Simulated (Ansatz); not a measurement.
# C2H6CuFS: one species, many methods

One table from this session's results is given with a row withheld; the runs are named, their logs left out.

Program: Ansatz 0.2.0, Gaussian basis. Level of theory: functionals in def2-TZVPP, the program's frozen cores in correlated methods. These are calculated values, not measurements.

The runs, in order: LDA (SPW92), PBE-D4, revPBE-D4, BLYP-D4, r2SCAN-D4, B97M-V, PBE0-D4, B3LYP-D4, r2SCANh-D4, r2SCAN0-D4, HSE06-D4, BHLYP-D4, CAM-B3LYP-D4, LC-ωPBE, ωB97X-V, ωB97M-V, B2PLYP, PBE-QIDH; CCSD(T)/def2-SVP; CCSD(T)/def2-TZVPP; MP2/def2-QZVPP; extrapolation to the limit; RPA on PBE.

2 further runs of the same task are left out: 2 set aside as unsound or not needed.

**The geometry**

All runs share one geometry, relaxed beforehand with PBE0-D4 in a triple-zeta def2 set.

SMILES `C[S+](C)[Cu-][F]`, 11 atoms, charge 0, spin multiplicity 1.

Atoms are counted from 1 here; the program's logs count them from 0.

Bond lengths: C1–S2 1.801 Å, C1–H6 1.089 Å, C1–H7 1.091 Å, C1–H8 1.089 Å, S2–C3 1.801 Å, S2–Cu4 2.138 Å, C3–H9 1.089 Å, C3–H10 1.089 Å, C3–H11 1.091 Å, Cu4–F5 1.767 Å. Angles: S2–C1–H6 107.1°, S2–C1–H7 109.2°, S2–C1–H8 111.0°, H6–C1–H7 109.4°, H6–C1–H8 109.5°, H7–C1–H8 110.6°, C1–S2–C3 100.2°, C1–S2–Cu4 106.5°, C3–S2–Cu4 106.5°, S2–C3–H9 107.1°, S2–C3–H10 111.0°, S2–C3–H11 109.2°, H9–C3–H10 109.5°, H9–C3–H11 109.4°, H10–C3–H11 110.6°, S2–Cu4–F5 179.6°.

The first run:

File in.yaml:

```yaml
crystal:
  periodic: [false, false, false]
  atoms:
    - {symbol: C, position_ang: [-0.949931, 0.172451, 1.184489]}
    - {symbol: S, position_ang: [0.156498, 0.842748, -0.068331]}
    - {symbol: C, position_ang: [1.495471, -0.358852, 0.011342]}
    - {symbol: Cu, position_ang: [-0.810995, 0.550461, -1.952676]}
    - {symbol: F, position_ang: [-1.609401, 0.320195, -3.512650]}
    - {symbol: H, position_ang: [-1.837886, 0.803169, 1.198077]}
    - {symbol: H, position_ang: [-0.458884, 0.217272, 2.157249]}
    - {symbol: H, position_ang: [-1.235687, -0.851173, 0.946472]}
    - {symbol: H, position_ang: [2.222591, -0.079032, -0.749875]}
    - {symbol: H, position_ang: [1.130132, -1.365185, -0.188499]}
    - {symbol: H, position_ang: [1.963591, -0.309053, 0.995101]}
basis:
  gaussian: {orbitals: def2-TZVPP}
hamiltonian: {xc: lda}
output: {orbitals: {seedname: orbitals}}
```

Command:

```console
$ ansatz run in.yaml --threads 2 --pin off --events-out ev --progress --plain --max-ram 32768MiB --backend cpu
```

Steps of the session up to this table: LDA; PBE-D4 (GGA); revPBE-D4 (GGA); BLYP-D4 (GGA); r2SCAN-D4 (meta-GGA); B97M-V (meta-GGA); PBE0-D4 (hybrid); B3LYP-D4 (hybrid); r2SCANh-D4 (hybrid); r2SCAN0-D4 (hybrid); HSE06-D4 (hybrid); BHLYP-D4 (hybrid); CAM-B3LYP-D4 (range-separated); LC-ωPBE (range-separated); ωB97X-V (range-separated); ωB97M-V (range-separated); B2PLYP (double hybrid); PBE-QIDH (double hybrid).

One table of the session follows, with a row left open; its other results are not shown here.

It belongs to the step «Frontier levels by functional». 

| functional | HOMO (eV) | gap (eV) |
| --- | --- | --- |
| LDA (SPW92) | -5.56 | 3.96 |
| PBE-D4 | -5.29 | 3.90 |
| revPBE-D4 | -5.18 | 3.89 |
| BLYP-D4 | -5.22 | 3.93 |
| r2SCAN-D4 | -5.39 | 4.25 |
| B97M-V | -5.40 | 4.18 |
| PBE0-D4 | -6.70 | 6.23 |
| B3LYP-D4 | ? | ? |
| r2SCANh-D4 | -5.94 | 5.14 |
| r2SCAN0-D4 | -6.80 | 6.49 |
| HSE06-D4 | -6.28 | 5.44 |
| BHLYP-D4 | -8.14 | 8.58 |
| CAM-B3LYP-D4 | -8.25 | 8.80 |
| LC-ωPBE | -9.52 | 11.31 |
| ωB97X-V | -9.20 | 10.83 |
| ωB97M-V | -9.23 | 10.47 |

Estimate the missing values for B3LYP-D4.

Worked estimate for «HOMO (eV)». Against the share of exact exchange, BLYP-D4 (0, -5.22), BHLYP-D4 (0.5, -8.14) give a slope of -5.84 per unit share; at 0.2 the line stands at -6.39.

As computed: HOMO (eV): -6.54; gap (eV): 5.80. In «HOMO (eV)» the line misses by +0.15.
